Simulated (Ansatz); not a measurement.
# B2PLYP/def2-SVP run of B2NH2OF (SMILES OB1NB1F)

Aim: the vertical ionisation energy of B2NH2OF at B2PLYP/def2-SVP, from 2 runs. 

The results are computed with Ansatz 0.2.0.

127 further runs of the same task are left out: 127 set aside as unsound or not needed.

## Step 1: The system as given

B2NH2OF has 7 atoms, charge 0, and is taken as a singlet. SMILES: `OB1NB1F`. The shape is that of a PBE0-D4/def2-TZVP optimisation. This is one conformer, not always the lowest.

Bond lengths: O1–B2 1.347 Å, B2–N3 1.423 Å, B2–B4 1.598 Å, N3–B4 1.403 Å, B4–F5 1.317 Å, O1–H6 0.959 Å, N3–H7 1.012 Å. Angles: O1–B2–N3 134.0°, O1–B2–B4 171.0°, N3–B2–B4 55.0°, B2–N3–B4 68.8°, B2–B4–N3 56.2°, B2–B4–F5 168.4°, N3–B4–F5 135.4°, B2–O1–H6 112.9°, B2–N3–H7 144.6°, B4–N3–H7 146.6°.

## Step 2: The energy at B2PLYP/def2-SVP

Contents of molecule.yaml:

```yaml
basis:
  gaussian:
    orbitals: def2-SVP
crystal:
  periodic: [false, false, false]
  atoms:
    - {symbol: O, position_ang: [-1.276700, 0.176400, 1.308100]}
    - {symbol: B, position_ang: [-0.379000, 0.150200, 0.304200]}
    - {symbol: N, position_ang: [0.632200, -0.768200, -0.094800]}
    - {symbol: B, position_ang: [0.587000, 0.339700, -0.954100]}
    - {symbol: F, position_ang: [1.250000, 0.724100, -2.025300]}
    - {symbol: H, position_ang: [-1.829400, 0.960200, 1.293400]}
    - {symbol: H, position_ang: [1.077200, -1.650400, 0.122900]}
hamiltonian:
  xc: {name: B2PLYP}
correlation:
  frozen_orbitals: {B: 1, F: 1, H: 0, "N": 1, O: 1}
accuracy: high
output: {orbitals: {seedname: orbitals}}
```

On the command line:

```
ansatz run molecule.yaml --threads 1 --pin off --max-ram 3480MiB --events-out events.jsonl --progress --plain --runs-dir runs
```

What it wrote:

```text
Warning: RAYON_NUM_THREADS=1 ignored (pool sized by the plan → 1); use --threads N
Functional definition: B2PLYP
  name "B2PLYP"
  parameter a = 0.53
  parameter c = 0.27
  exchange = (1 - a)*b88_x + a*exact_x
  correlation = (1 - c)*lyp_c + c*(mp2_os + mp2_ss)
1780 factors; integrals over basis functions are off by at most 3.2e-9 eV
mean field evaluation 1: about -7617.8310 eV, gradient 5.3e1 eV
mean field evaluation 2: about -7618.2086 eV, gradient 5.3e1 eV
mean field evaluation 4: about -7623.3894 eV, gradient 4.2e0 eV
mean field evaluation 8: about -7623.4537 eV, gradient 5.4e-1 eV
mean field evaluation 16: about -7623.4543 eV, gradient 8.4e-5 eV
mean field -7623.45430455 eV, -280.1567783293 hartree, gradient 3.5e-8 eV, S^2 0.000000; 0 other end points of the search recorded, 0 dependent functions left out
5 core orbitals not correlated: weight in the atoms' cores, before any rotation towards them, 1.000 or more for the frozen orbitals, at most 0.000 for the correlated occupied ones
reference -7623.45432655 eV, -280.1567791379 hartree; 13, 13 occupied and 62, 62 virtual orbitals, 1780 factors
second order -22.76132878 eV of doubles, -0.00000000 eV of singles
Total energy: -7629.59988532 eV, -280.3826242571 hartree
```

Run time: 8.4 s. Hardware: 1 thread of Arm Neoverse V2, shared host; peak memory 0.23 GiB.

## Step 3: The doublet cation, same level

Contents of in.yaml:

```yaml
basis:
  gaussian: {orbitals: def2-SVP}
crystal:
  periodic: [false, false, false]
  atoms:
    - symbol: O
      position_ang: [-1.276700, 0.176400, 1.308100]
    - symbol: B
      position_ang: [-0.379000, 0.150200, 0.304200]
    - symbol: N
      position_ang: [0.632200, -0.768200, -0.094800]
    - symbol: B
      position_ang: [0.587000, 0.339700, -0.954100]
    - symbol: F
      position_ang: [1.250000, 0.724100, -2.025300]
    - symbol: H
      position_ang: [-1.829400, 0.960200, 1.293400]
    - symbol: H
      position_ang: [1.077200, -1.650400, 0.122900]
hamiltonian: {xc: {name: B2PLYP}}
accuracy: high
total_charge: 1
output: {orbitals: {seedname: orbitals}}
magnetization: {spin_polarized: true, initial_magnetization: 1}
correlation: {frozen_orbitals: {B: 1, F: 1, H: 0, "N": 1, O: 1}}
```

On the command line:

```
ansatz run in.yaml --threads 1 --pin off --max-ram 3480MiB --events-out events.jsonl --progress --plain --runs-dir runs
```

What it wrote, shortened:

```text
Warning: RAYON_NUM_THREADS=1 ignored (pool sized by the plan → 1); use --threads N
[... 2 set-up lines as earlier in the session ...]
[...]
1778 factors; integrals over basis functions are off by at most 3.4e-9 eV
[...]
mean field -7613.83288917 eV, -279.8031978356 hartree, gradient 2.7e-8 eV, S^2 0.754221; 0 other end points of the search recorded, 0 dependent functions left out
5 core orbitals not correlated: weight in the atoms' cores, before any rotation towards them, 1.000 or more for the frozen orbitals, at most 0.000 for the correlated occupied ones
reference -7613.83291068 eV, -279.8031986262 hartree; 13, 12 occupied and 62, 63 virtual orbitals, 1778 factors
second order -22.66183232 eV of doubles, -0.00000000 eV of singles
Total energy: -7619.95160541 eV, -280.0280565100 hartree
```

Run time: 13 s. Hardware: 1 thread of Arm Neoverse V2, shared host; peak memory 0.32 GiB.

## Step 4: Outcome

At B2PLYP/def2-SVP, 5 core orbitals frozen:

| quantity | value |
| --- | --- |
| singlet B2NH2OF: total energy | -280.38262 Eh |
| singlet B2NH2OF: HOMO energy (SCF part's orbitals) | -8.37 eV |
| singlet B2NH2OF: LUMO energy (SCF part's orbitals) | 1.97 eV |
| singlet B2NH2OF: HOMO–LUMO gap (SCF part's orbitals) | 10.35 eV |
| doublet cation: total energy | -280.02806 Eh |
| doublet cation: HOMO energy (SCF part's orbitals) (highest over α and β) | -17.42 eV |
| doublet cation: LUMO energy (SCF part's orbitals) (lowest over α and β) | -10.85 eV |
| doublet cation: ⟨S²⟩ | 0.754 |
| vertical ionisation energy (to the doublet cation) | 9.648 eV |

What this shows: The vertical ionisation energy comes to 9.65 eV (222 kcal/mol). The negative HOMO energy of the first species, 8.37 eV, lies 1.27 eV below that difference.
